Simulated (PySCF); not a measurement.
**Chloromethylgermane (CH₅ClGe): NMR shifts, electronic excitations and K edges in gas and solvents**

Aim: compute the NMR shifts, electronic excitations and K edges of Chloromethylgermane (CH₅ClGe) (`Cl[CH2][GeH3]`), and see what a dielectric continuum does where one was used.

Computed with PySCF 2.14.0, with density-fitted response routines of our own, on a single molecule, in the gas phase or a continuum. Atoms count from 0, in the outputs and in this text.

## Step 1: Starting geometry

8 atoms, charge 0, multiplicity 1; geometry from: GFN2-xTB.

Bonds of the start (Å): Cl0–C1 1.78, C1–Ge2 1.97, C1–H3 1.09, C1–H4 1.09, Ge2–H5 1.50, Ge2–H6 1.49, Ge2–H7 1.49.

## Step 2: Geometry optimisation at PBE0-D3(BJ)/def2-SVP

The job: settings as JSON, then the geometry in Å.

```
{"job": {"xc": "PBE0", "basis": "def2-SVP", "d3": "d3bj", "grid": 1, "kind": "geom"}, "charge": 0, "multiplicity": 1}
Cl    -1.651688     1.235683     0.749039
C     -0.985450    -0.181595    -0.098734
Ge     0.975501     0.005963    -0.012635
H     -1.360454    -1.068069     0.407840
H     -1.379178    -0.166043    -1.112464
H      1.646196    -1.141119    -0.700607
H      1.369245     1.281173    -0.672394
H      1.394885     0.043419     1.415390
```

The log of the run:

```text
step   0  E = -2577.40239304  max force = 0.017436
step   1  E = -2577.40528014  max force = 0.003898
step   2  E = -2577.40550224  max force = 0.000638
step   3  E = -2577.40550494  max force = 0.000157
optimisation converged
```

Wall time 30 s (1 thread, shared host).

Along the way:

```csv
step,energy from step 0 (eV),largest force component (eV/Å)
0,0.0000,0.8966
1,-0.0786,0.2004
2,-0.0846,0.0328
3,-0.0847,0.0081
```

Distances of close pairs at the start and the end, largest changes first:

```csv
bond,before (Å),after (Å),change (Å)
Ge2–H6,1.489,1.536,+0.047
Ge2–H7,1.489,1.536,+0.047
Ge2–H5,1.496,1.542,+0.045
C1–H4,1.088,1.099,+0.011
C1–H3,1.088,1.099,+0.011
C1–Ge2,1.972,1.966,-0.006
Cl0–C1,1.781,1.787,+0.006
```

The end geometry stands in the next job.

```csv
at the end point,value
point group (found at 0.08 Å tolerance),Cs
"rotational constants (GHz, main isotopes)","20.646, 2.072, 1.953"
dipole moment (D),1.62
```

## Step 3: Nuclear shieldings: PBE0/pcSseg-1 in chloroform

The job: settings as JSON, then the geometry in Å.

```
{"job": {"kind": "nmr", "xc": "PBE0", "basis": "pcSseg-1", "solvent": "chloroform", "pop": true}, "charge": 0, "multiplicity": 1}
Cl    -2.274919     1.717425     1.273445
C     -1.506993     0.330357     0.449435
Ge     0.450961     0.487992     0.522196
H     -1.847320    -0.589670     0.944402
H     -1.862193     0.314376    -0.590206
H      1.080120    -0.720260    -0.199922
H      0.871238     1.791142    -0.174023
H      0.895785     0.507883     1.992288
```

Method: GIAO PBE0/pcSseg-1 NMR shielding, non-relativistic, IEF-PCM chloroform.

The log of the run:

```text
coarse grid: 31272 points
cycle   1  E = -2577.5536663944  dE = -6.648e-01  |g| = 8.316e-01  |ddm| = 2.529e+00
cycle   2  E = -2577.5471450481  dE =  6.521e-03  |g| = 7.968e-01  |ddm| = 7.307e-01
cycle   3  E = -2577.5946376884  dE = -4.749e-02  |g| = 7.012e-02  |ddm| = 4.370e-01
cycle   4  E = -2577.5950932587  dE = -4.556e-04  |g| = 8.885e-03  |ddm| = 4.971e-02
cycle   5  E = -2577.5951100771  dE = -1.682e-05  |g| = 1.656e-03  |ddm| = 1.104e-02
cycle   6  E = -2577.5951105388  dE = -4.618e-07  |g| = 6.429e-04  |ddm| = 1.997e-03
final grid: 62856 points
cycle   7  E = -2577.5950938803  dE =  5.843e-08  |g| = 8.282e-04  |ddm| = 1.193e-03
cycle   8  E = -2577.5950937212  dE =  1.591e-07  |g| = 1.156e-03  |ddm| = 1.490e-03
cycle   9  E = -2577.5950940525  dE = -3.313e-07  |g| = 5.042e-05  |ddm| = 8.603e-04
cycle  10  E = -2577.5950940531  dE = -5.780e-10  |g| = 7.396e-06  |ddm| = 5.071e-05
converged SCF energy = -2577.5950940531

GIAO shielding tensors (ppm)
atom      isotropic    diamagn.    paramagn.     s11        s22        s33       span
  0 Cl     919.754    1145.061    -225.307    822.120    831.532   1105.610    283.491
  1 C      153.585     249.655     -96.070    126.172    139.952    194.631     68.459
  2 Ge    1535.713    2755.641   -1219.928   1467.376   1492.453   1647.309    179.932
  3 H       28.008      28.742      -0.734     21.741     27.301     34.983     13.242
  4 H       28.008      28.997      -0.989     21.736     27.304     34.983     13.246
  5 H       27.116      28.441      -1.325     20.785     21.878     38.683     17.898
  6 H       27.300      27.981      -0.681     21.183     22.958     37.759     16.576
  7 H       27.300      27.951      -0.651     21.187     22.949     37.765     16.579
```

Run time: 21 s. Hardware: 1 thread, shared host.

Shifts follow as δ = σ(reference) − σ, with reference shieldings (ppm) from runs at the same level and on the same kind of geometry: ¹H TMS 31.25, ¹³C TMS 185.2, ⁷³Ge GeMe4 1330. The references are single molecules in the same continuum. Atoms listed in one row are averaged.

```csv
atoms,environment,σ (ppm),δ (ppm)
C1,sp3 CH2 bonded to Cl and Ge,153.6,31.6
"H5, H6, H7",hydrogen on a germanium bonded to C,27.24,4.01
"H3, H4",hydrogen on an sp3 CH2 bonded to Cl and Ge,28.01,3.24
Cl0,chlorine bonded to C,920,–
Ge2,"germanium bonded to C, 3 H",1536,-206
```

The run also stored atomic charges by several schemes (e):

```csv
atoms,Mulliken,IAO,Hirshfeld,ESP fit
Cl0,-0.18,-0.12,-0.10,-0.17
C1,-0.47,-0.49,-0.11,-0.34
Ge2,0.25,0.49,0.30,0.35
```

Mayer bond orders: Cl0–C1 0.93, C1–Ge2 0.88.

## Step 4: Nuclear shieldings: PBE0/pcSseg-1 in dimethylsulfoxide

The job, as its differences from that of step 3:

```diff
@@ -1,2 +1,2 @@
-{"job": {"kind": "nmr", "xc": "PBE0", "basis": "pcSseg-1", "solvent": "chloroform", "pop": true}, "charge": 0, "multiplicity": 1}
+{"job": {"kind": "nmr", "xc": "PBE0", "basis": "pcSseg-1", "solvent": "dimethylsulfoxide", "pop": false}, "charge": 0, "multiplicity": 1}
 Cl    -2.274919     1.717425     1.273445
```

Method: GIAO PBE0/pcSseg-1 NMR shielding, non-relativistic, IEF-PCM dimethylsulfoxide.

The log of the run:

```text
coarse grid: 31272 points
cycle   1  E = -2577.5551680939  dE = -6.662e-01  |g| = 8.310e-01  |ddm| = 2.528e+00
cycle   2  E = -2577.5489281951  dE =  6.240e-03  |g| = 7.949e-01  |ddm| = 7.243e-01
cycle   3  E = -2577.5957320006  dE = -4.680e-02  |g| = 6.985e-02  |ddm| = 4.314e-01
cycle   4  E = -2577.5961777541  dE = -4.458e-04  |g| = 8.745e-03  |ddm| = 4.914e-02
cycle   5  E = -2577.5961931528  dE = -1.540e-05  |g| = 1.597e-03  |ddm| = 1.083e-02
cycle   6  E = -2577.5961935528  dE = -4.000e-07  |g| = 4.396e-04  |ddm| = 1.954e-03
final grid: 62856 points
cycle   7  E = -2577.5961770128  dE = -6.478e-09  |g| = 4.462e-04  |ddm| = 9.086e-04
cycle   8  E = -2577.5961769869  dE =  2.585e-08  |g| = 5.591e-04  |ddm| = 8.134e-04
cycle   9  E = -2577.5961770594  dE = -7.246e-08  |g| = 4.891e-05  |ddm| = 4.461e-04
cycle  10  E = -2577.5961770600  dE = -5.994e-10  |g| = 8.294e-06  |ddm| = 4.627e-05
converged SCF energy = -2577.5961770600

GIAO shielding tensors (ppm)
atom      isotropic    diamagn.    paramagn.     s11        s22        s33       span
  0 Cl     925.221    1145.166    -219.944    829.925    838.482   1107.257    277.332
  1 C      153.237     249.774     -96.537    125.322    139.374    195.014     69.693
  2 Ge    1534.638    2755.598   -1220.959   1466.753   1490.030   1647.132    180.380
  3 H       27.899      28.654      -0.756     21.622     27.167     34.907     13.285
  4 H       27.899      28.910      -1.011     21.618     27.172     34.908     13.290
  5 H       27.092      28.401      -1.310     20.765     21.841     38.669     17.904
  6 H       27.322      28.008      -0.686     21.209     22.988     37.769     16.560
  7 H       27.322      27.978      -0.656     21.212     22.979     37.775     16.563
```

It took 15 s on 1 thread, shared host.

In short: σ C1 153.2, Cl0 925, Ge2 1535, H5 27.25, H3 27.90 ppm (means over like atoms).

## Step 5: Excited states and response: B3LYP/def2-SVPD

The job, as its differences from that of step 4:

```diff
@@ -1,2 +1,2 @@
-{"job": {"kind": "nmr", "xc": "PBE0", "basis": "pcSseg-1", "solvent": "dimethylsulfoxide", "pop": false}, "charge": 0, "multiplicity": 1}
+{"job": {"kind": "uv", "xc": "B3LYP", "basis": "def2-SVPD", "dynamic": true, "nstates": 6, "ntriplets": 0}, "charge": 0, "multiplicity": 1}
 Cl    -2.274919     1.717425     1.273445
```

Level: TDDFT B3LYP/def2-SVPD, vertical, gas phase, core orbitals frozen in the response.

The log of the run:

```text
coarse grid: 31272 points
cycle   1  E = -2577.9173669459  dE = -6.018e-01  |g| = 4.242e-01  |ddm| = 2.984e+00
cycle   2  E = -2577.9144973692  dE =  2.870e-03  |g| = 4.701e-01  |ddm| = 6.826e-01
cycle   3  E = -2577.9402283576  dE = -2.573e-02  |g| = 1.797e-02  |ddm| = 4.100e-01
cycle   4  E = -2577.9402938476  dE = -6.549e-05  |g| = 6.136e-03  |ddm| = 3.383e-02
cycle   5  E = -2577.9403038102  dE = -9.963e-06  |g| = 1.016e-03  |ddm| = 1.084e-02
final grid: 62856 points
cycle   6  E = -2577.9402718350  dE =  2.241e-08  |g| = 1.141e-03  |ddm| = 4.125e-03
cycle   7  E = -2577.9402715432  dE =  2.917e-07  |g| = 1.551e-03  |ddm| = 3.438e-03
cycle   8  E = -2577.9402722007  dE = -6.574e-07  |g| = 1.951e-04  |ddm| = 1.967e-03
cycle   9  E = -2577.9402722116  dE = -1.088e-08  |g| = 1.605e-05  |ddm| = 2.520e-04
cycle  10  E = -2577.9402722116  dE = -6.958e-11  |g| = 2.045e-06  |ddm| = 2.376e-05
converged SCF energy = -2577.9402722116

Static polarisability (au): isotropic 60.290, principal 52.521 56.082 72.267

Singlet excitations
state   eV       nm        f      main configurations
  1   6.4929    191.0   0.02250   H->L 0.93
  2   6.9510    178.4   0.00155   H-1->L 0.89
  3   7.0721    175.3   0.04077   H->L+1 0.69, H->L+2 0.24
  4   7.4184    167.1   0.06301   H->L+2 0.72, H->L+1 0.25
  5   7.5537    164.1   0.01281   H-1->L+1 0.69, H-1->L+2 0.20, H-1->L 0.10
  6   7.8862    157.2   0.00003   H-1->L+2 0.76, H-1->L+1 0.22
```

Wall time 23 s (1 thread, shared host).

The orbitals next to the gap, with their largest atomic shares:

```csv
orbital,eV,atoms
HOMO−3,-9.49,"Ge2 40 %, H5 27 %, H6 11 %"
HOMO−2,-9.46,"Ge2 41 %, H7 24 %, H6 24 %"
HOMO−1,-8.37,"Cl0 78 %, C1 13 %"
HOMO,-7.86,"Cl0 59 %, C1 20 %, Ge2 12 %"
LUMO,-0.28,"Cl0 30 %, Ge2 24 %, C1 18 %"
LUMO+1,0.09,"Ge2 42 %, Cl0 16 %, H5 15 %"
LUMO+2,0.44,"Ge2 24 %, Cl0 23 %, C1 21 %"
```

With each of the 6 states as a Gaussian band of 0.4 eV half-width at 1/e, the curve within the window shown has maxima at 169 nm (ε 3,900) L/(mol cm). Beyond the last state computed it falls off for lack of states. The curve at chosen wavelengths:

```csv
nm,ε (L/mol/cm)
151,108
153,262
156,753
158,1287
160,1952
163,2984
165,3526
167,3851
170,3890
172,3667
174,3319
177,2704
179,2311
181,1973
183,1706
186,1424
188,1290
190,1172
193,992
195,860
197,722
200,518
202,396
204,292
207,173
209,117
```

Ground-state properties from the same run:

```csv
property,computed
dipole moment (D),1.75
polarisability (Å³),8.93
HOMO–LUMO gap (eV),7.58
−ε(HOMO) (eV),7.86
C6 with itself (au),1322
```

## Step 6: Excited states and response: B3LYP/def2-SVPD in chloroform

The job, as its differences from that of step 5:

```diff
@@ -1,2 +1,2 @@
-{"job": {"kind": "uv", "xc": "B3LYP", "basis": "def2-SVPD", "dynamic": true, "nstates": 6, "ntriplets": 0}, "charge": 0, "multiplicity": 1}
+{"job": {"kind": "uv", "xc": "B3LYP", "basis": "def2-SVPD", "solvent": "chloroform", "nstates": 6, "ntriplets": 0}, "charge": 0, "multiplicity": 1}
 Cl    -2.274919     1.717425     1.273445
```

Level: TDDFT B3LYP/def2-SVPD, vertical, IEF-PCM chloroform (non-equilibrium linear response), core orbitals frozen in the response.

The log of the run:

```text
coarse grid: 31272 points
cycle   1  E = -2577.9215255073  dE = -6.056e-01  |g| = 4.207e-01  |ddm| = 2.982e+00
cycle   2  E = -2577.9195976482  dE =  1.928e-03  |g| = 4.619e-01  |ddm| = 6.565e-01
cycle   3  E = -2577.9429478724  dE = -2.335e-02  |g| = 1.907e-02  |ddm| = 3.864e-01
cycle   4  E = -2577.9430118129  dE = -6.394e-05  |g| = 8.223e-03  |ddm| = 3.690e-02
cycle   5  E = -2577.9430263794  dE = -1.457e-05  |g| = 3.520e-03  |ddm| = 1.337e-02
cycle   6  E = -2577.9430296131  dE = -3.234e-06  |g| = 5.061e-04  |ddm| = 4.388e-03
final grid: 62856 points
cycle   7  E = -2577.9429979738  dE =  2.073e-08  |g| = 6.572e-04  |ddm| = 2.919e-03
cycle   8  E = -2577.9429978390  dE =  1.348e-07  |g| = 9.664e-04  |ddm| = 1.907e-03
cycle   9  E = -2577.9429980899  dE = -2.508e-07  |g| = 6.552e-05  |ddm| = 1.129e-03
cycle  10  E = -2577.9429980909  dE = -1.057e-09  |g| = 6.098e-06  |ddm| = 8.587e-05
cycle  11  E = -2577.9429980909  dE = -9.095e-12  |g| = 1.075e-06  |ddm| = 9.256e-06
converged SCF energy = -2577.9429980909

Static polarisability (au): isotropic 74.778, principal 66.067 70.008 88.258

Singlet excitations
state   eV       nm        f      main configurations
  1   6.5755    188.6   0.04174   H->L 0.94
  2   7.0733    175.3   0.00279   H-1->L 0.92
  3   7.1173    174.2   0.04241   H->L+1 0.79, H->L+2 0.16
  4   7.5050    165.2   0.10288   H->L+2 0.79, H->L+1 0.17
  5   7.6587    161.9   0.02410   H-1->L+1 0.75, H-1->L+2 0.17
  6   8.0409    154.2   0.00070   H-1->L+2 0.79, H-1->L+1 0.18
```

Run time: 19 s. Hardware: 1 thread, shared host.

In short: HOMO -7.83 eV, LUMO -0.12 eV; lowest singlet 6.58 eV.

## Step 7: TDDFT and polarisability: B3LYP/def2-SVPD in dimethylsulfoxide

The job, as its differences from that of step 6:

```diff
@@ -1,2 +1,2 @@
-{"job": {"kind": "uv", "xc": "B3LYP", "basis": "def2-SVPD", "solvent": "chloroform", "nstates": 6, "ntriplets": 0}, "charge": 0, "multiplicity": 1}
+{"job": {"kind": "uv", "xc": "B3LYP", "basis": "def2-SVPD", "solvent": "dimethylsulfoxide", "nstates": 6, "ntriplets": 0}, "charge": 0, "multiplicity": 1}
 Cl    -2.274919     1.717425     1.273445
```

Level: TDDFT B3LYP/def2-SVPD, vertical, IEF-PCM dimethylsulfoxide (non-equilibrium linear response), core orbitals frozen in the response.

The log of the run:

```text
coarse grid: 31272 points
cycle   1  E = -2577.9229710252  dE = -6.070e-01  |g| = 4.199e-01  |ddm| = 2.982e+00
cycle   2  E = -2577.9212270473  dE =  1.744e-03  |g| = 4.598e-01  |ddm| = 6.571e-01
cycle   3  E = -2577.9440550262  dE = -2.283e-02  |g| = 1.962e-02  |ddm| = 3.807e-01
cycle   4  E = -2577.9441203473  dE = -6.532e-05  |g| = 8.924e-03  |ddm| = 3.807e-02
cycle   5  E = -2577.9441376420  dE = -1.729e-05  |g| = 3.698e-03  |ddm| = 1.401e-02
cycle   6  E = -2577.9441412207  dE = -3.579e-06  |g| = 4.576e-04  |ddm| = 4.631e-03
final grid: 62856 points
cycle   7  E = -2577.9441097600  dE = -1.806e-09  |g| = 5.499e-04  |ddm| = 2.868e-03
cycle   8  E = -2577.9441096826  dE =  7.747e-08  |g| = 7.688e-04  |ddm| = 1.624e-03
cycle   9  E = -2577.9441098410  dE = -1.584e-07  |g| = 6.736e-05  |ddm| = 9.365e-04
cycle  10  E = -2577.9441098421  dE = -1.096e-09  |g| = 5.617e-06  |ddm| = 8.611e-05
cycle  11  E = -2577.9441098421  dE = -2.683e-11  |g| = 1.042e-06  |ddm| = 8.969e-06
converged SCF energy = -2577.9441098421

Static polarisability (au): isotropic 81.930, principal 73.549 77.098 95.143

Singlet excitations
state   eV       nm        f      main configurations
  1   6.6059    187.7   0.04691   H->L 0.95
  2   7.1183    174.2   0.00347   H-1->L 0.93
  3   7.1387    173.7   0.03749   H->L+1 0.82, H->L+2 0.14
  4   7.5424    164.4   0.11005   H->L+2 0.82, H->L+1 0.15
  5   7.7004    161.0   0.02769   H-1->L+1 0.79, H-1->L+2 0.15
  6   8.0948    153.2   0.00157   H-1->L+2 0.80, H-1->L+1 0.16
```

It took 21 s on 1 thread, shared host.

In short: HOMO -7.84 eV, LUMO -0.08 eV; lowest singlet 6.61 eV.

## Step 8: K-edge absorption: BHandHLYP/def2-SVPD+aug-pcX-1+pcseg-1

The job, as its differences from that of step 7:

```diff
@@ -1,2 +1,2 @@
-{"job": {"kind": "uv", "xc": "B3LYP", "basis": "def2-SVPD", "solvent": "dimethylsulfoxide", "nstates": 6, "ntriplets": 0}, "charge": 0, "multiplicity": 1}
+{"job": {"kind": "xas", "xc": "BHandHLYP", "basis": {"default": "aug-pcX-1", "H": "pcseg-1", "Cl": "def2-SVPD", "Ge": "def2-SVPD"}}, "charge": 0, "multiplicity": 1}
 Cl    -2.274919     1.717425     1.273445
```

Method: core-valence-separated TDA BHandHLYP/aug-pcX-1 H:pcseg-1 Cl:def2-SVPD Ge:def2-SVPD, K edges, non-relativistic, gas phase.

The log of the run:

```text
coarse grid: 31272 points
cycle   1  E = -2577.8228742757  dE = -6.073e-01  |g| = 3.250e-01  |ddm| = 2.625e+00
cycle   2  E = -2577.8315761201  dE = -8.702e-03  |g| = 2.876e-01  |ddm| = 5.435e-01
cycle   3  E = -2577.8445231635  dE = -1.295e-02  |g| = 2.572e-02  |ddm| = 2.567e-01
cycle   4  E = -2577.8446648563  dE = -1.417e-04  |g| = 1.650e-02  |ddm| = 4.029e-02
cycle   5  E = -2577.8447257455  dE = -6.089e-05  |g| = 2.623e-03  |ddm| = 1.483e-02
cycle   6  E = -2577.8447276772  dE = -1.932e-06  |g| = 6.004e-04  |ddm| = 3.641e-03
final grid: 62856 points
cycle   7  E = -2577.8447058280  dE = -7.502e-08  |g| = 4.482e-04  |ddm| = 1.540e-03
cycle   8  E = -2577.8447058344  dE = -6.432e-09  |g| = 4.409e-04  |ddm| = 9.089e-04
cycle   9  E = -2577.8447058788  dE = -4.441e-08  |g| = 4.029e-05  |ddm| = 4.084e-04
cycle  10  E = -2577.8447058793  dE = -4.870e-10  |g| = 1.191e-05  |ddm| = 5.029e-05
converged SCF energy = -2577.8447058793

C K edge
   eV          f      from atoms
  284.749   0.06152   C1
  286.829   0.01102   C1
  287.188   0.04006   C1
  287.516   0.03524   C1
  288.544   0.00460   C1
  288.759   0.00009   C1
  288.884   0.00766   C1
  289.105   0.00104   C1
```

Run time: 10 s. Hardware: 1 thread, shared host.

## Step 9: Comparing the runs: NMR shifts

Shifts (ppm), means over like atoms, with basis size and wall time:

```csv
run,C1,H5,H3,Ge2,functions,time
PBE0/pcSseg-1 in chloroform,31.6,4.01,3.24,-206,107,21 s
PBE0/pcSseg-1 in dimethylsulfoxide,32.2,3.99,3.34,-205,107,15 s
```

The continuum's effect on the ground state:

```csv
solvent,ε,polarisation energy (Eh),μ (D)
chloroform,4.71,-0.0031,2.24
dimethylsulfoxide,46.83,-0.0045,2.43
```

## Step 10: Side by side: electronic excitations

Excitations and ground-state properties, with basis size and wall time:

```csv
run,lowest singlet (eV),brightest (eV),f,gap (eV),α (Å³),μ (D),functions,time
B3LYP/def2-SVPD,6.49,7.42,0.063,7.58,8.93,1.75,125,23 s
B3LYP/def2-SVPD in chloroform,6.58,7.50,0.103,7.71,11.08,2.21,125,19 s
B3LYP/def2-SVPD in dimethylsulfoxide,6.61,7.54,0.110,7.76,12.14,2.43,125,21 s
```

The continuum's effect on the ground state:

```csv
solvent,ε,polarisation energy (Eh),μ (D)
chloroform,4.71,-0.0031,2.21
dimethylsulfoxide,46.83,-0.0047,2.43
```

## Step 11: Results

| quantity | value |
| --- | --- |
| point group | Cs |
| rotational constants (main isotopes) | 20.65, 2.07, 1.95 GHz |
| ¹³C shifts against TMS (PBE0/pcSseg-1, chloroform) | 31.6 ppm |
| ¹H shifts against TMS (PBE0/pcSseg-1, chloroform, means over atoms taken as alike) | 4.01, 3.24 ppm |
| ⁷³Ge shifts against GeMe4 (PBE0/pcSseg-1, chloroform) | -206 ppm |
| shieldings of Cl (PBE0/pcSseg-1, chloroform) | Cl0 919.8 ppm |
| lowest singlet (B3LYP/def2-SVPD) | 6.49 eV (191 nm), f = 0.022 |
| brightest single state of those computed | state 4, 7.42 eV, f = 0.063 |
| C K edge | first line 284.75 eV, strongest 284.75 eV (f = 0.062) |
| range of the shift of Ge2 | -206 to -205 ppm |
| range of the lowest singlet | 6.49 to 6.61 eV |

**Reading.** Relaxing lowered the energy by 0.085 eV in 3 steps; the close pair that moved most is Ge2–H6, from 1.489 to 1.536 Å. No frequency check was run at this level, so the end point may be a saddle. At PBE0/pcSseg-1: The largest span, 283 ppm, is at Cl0, where the paramagnetic term is -225 ppm. The first singlet state (HOMO→LUMO 0.93) lies at 6.49 eV and is weak; of the 6 states computed, the strongest absorption comes from state 4 at 7.42 eV. At the C edge the strongest single line lifts a 1s electron of C1 into several orbitals, led by LUMO+7 (weight 0.27), and it is the first line. Absolute edge energies from this method are off by several eV; spacings are better. Among the atoms with a shift in every run: In ppm, Ge2 moves most: its shift spreads over 1 ppm, from -206 (PBE0/pcSseg-1 in chloroform) to -205 (PBE0/pcSseg-1 in dimethylsulfoxide). The continuum holds electrostatics alone: no hydrogen bonds to the solvent, and the gas-phase geometry is kept. The lowest singlet runs from 6.49 eV (B3LYP/def2-SVPD) to 6.61 eV (B3LYP/def2-SVPD in dimethylsulfoxide), while the orbital gap spans 7.58 to 7.76 eV. The lowest state need not be the same one in every run. Spin-orbit coupling is left out, which matters for shieldings and couplings at and beside the heavy atoms.
